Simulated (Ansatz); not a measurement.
# CH₃AlF₂Si: basis-set convergence

An exercise on one series of results from a longer session: the logs are not shown, and one member is left open.

Computed with Ansatz 0.2.0, Gaussian basis. Level: one geometry, several basis sets.

Plan: PBE0-D4/def2-SVP; ωB97M-V/def2-SVP; PBE0-D4/def2-QZVPP; ωB97M-V/def2-QZVPP; the functionals' def2-TZVPP values are taken from earlier runs.

## Structure used throughout

An earlier PBE0-D4 in a triple-zeta def2 set relaxation fixed the geometry.

SMILES `F[Si]1(F)[CH2][AlH]1`, 8 atoms, charge 0, spin multiplicity 1.

Atoms are counted from 1 here; the program's logs count them from 0.

Bond lengths: F1–Si2 1.597 Å, Si2–F3 1.594 Å, Si2–C4 1.856 Å, Si2–Al5 2.326 Å, C4–Al5 1.982 Å, C4–H6 1.090 Å, C4–H7 1.110 Å, Al5–H8 1.583 Å. Angles: F1–Si2–F3 105.2°, F1–Si2–C4 113.0°, F1–Si2–Al5 117.6°, F3–Si2–C4 118.1°, F3–Si2–Al5 135.7°, C4–Si2–Al5 55.2°, Si2–C4–Al5 74.5°, Si2–C4–H6 128.6°, Si2–C4–H7 104.0°, Al5–C4–H6 135.5°, Al5–C4–H7 97.9°, H6–C4–H7 109.0°, Si2–Al5–C4 50.3°, Si2–Al5–H8 168.5°, C4–Al5–H8 140.6°.

Geometry (Å):

```
F     0.51247   -1.27979    1.91287
Si    0.62081   -0.87983    0.37025
F     2.07307   -1.35394   -0.08415
C     0.13296    0.88094    0.04177
Al   -1.33026   -0.22271   -0.71306
H     0.19335    1.73897    0.71089
H     0.64549    1.12848   -0.91116
H    -2.75578   -0.06931   -1.38322
```

The first run:

File in.yaml:

```yaml
crystal:
  periodic: [false, false, false]
  atoms:
    - {symbol: F, position_ang: [0.512466, -1.279793, 1.912870]}
    - {symbol: Si, position_ang: [0.620811, -0.879828, 0.370246]}
    - {symbol: F, position_ang: [2.073067, -1.353945, -0.084150]}
    - {symbol: C, position_ang: [0.132956, 0.880935, 0.041775]}
    - {symbol: Al, position_ang: [-1.330260, -0.222712, -0.713060]}
    - {symbol: H, position_ang: [0.193347, 1.738971, 0.710892]}
    - {symbol: H, position_ang: [0.645489, 1.128480, -0.911157]}
    - {symbol: H, position_ang: [-2.755776, -0.069307, -1.383216]}
basis:
  gaussian: {orbitals: def2-SVP}
hamiltonian: {xc: pbe0, dispersion: d4}
output: {orbitals: {seedname: orbitals}}
```

Steps of the session up to this table: PBE0-D4 in def2-SVP; ωB97M-V in def2-SVP; PBE0-D4 in def2-QZVPP; ωB97M-V in def2-QZVPP.

One of the session's tables, all rows but one given; the rest of the session is left out.

It belongs to the step «Functionals by basis». 

```
functional       basis  HOMO (eV)  LUMO (eV)
   PBE0-D4    def2-SVP          ?          ?
   PBE0-D4  def2-TZVPP      -6.53      -2.19
   PBE0-D4  def2-QZVPP      -6.55      -2.21
   ωB97M-V    def2-SVP      -8.45      -0.40
   ωB97M-V  def2-TZVPP      -8.50      -0.48
   ωB97M-V  def2-QZVPP      -8.53      -0.58
```

**Question.** Estimate the row for PBE0-D4, def2-SVP.

**Answer.** HOMO (eV): -6.51; LUMO (eV): -2.17. In the column «HOMO (eV)» it is the highest.
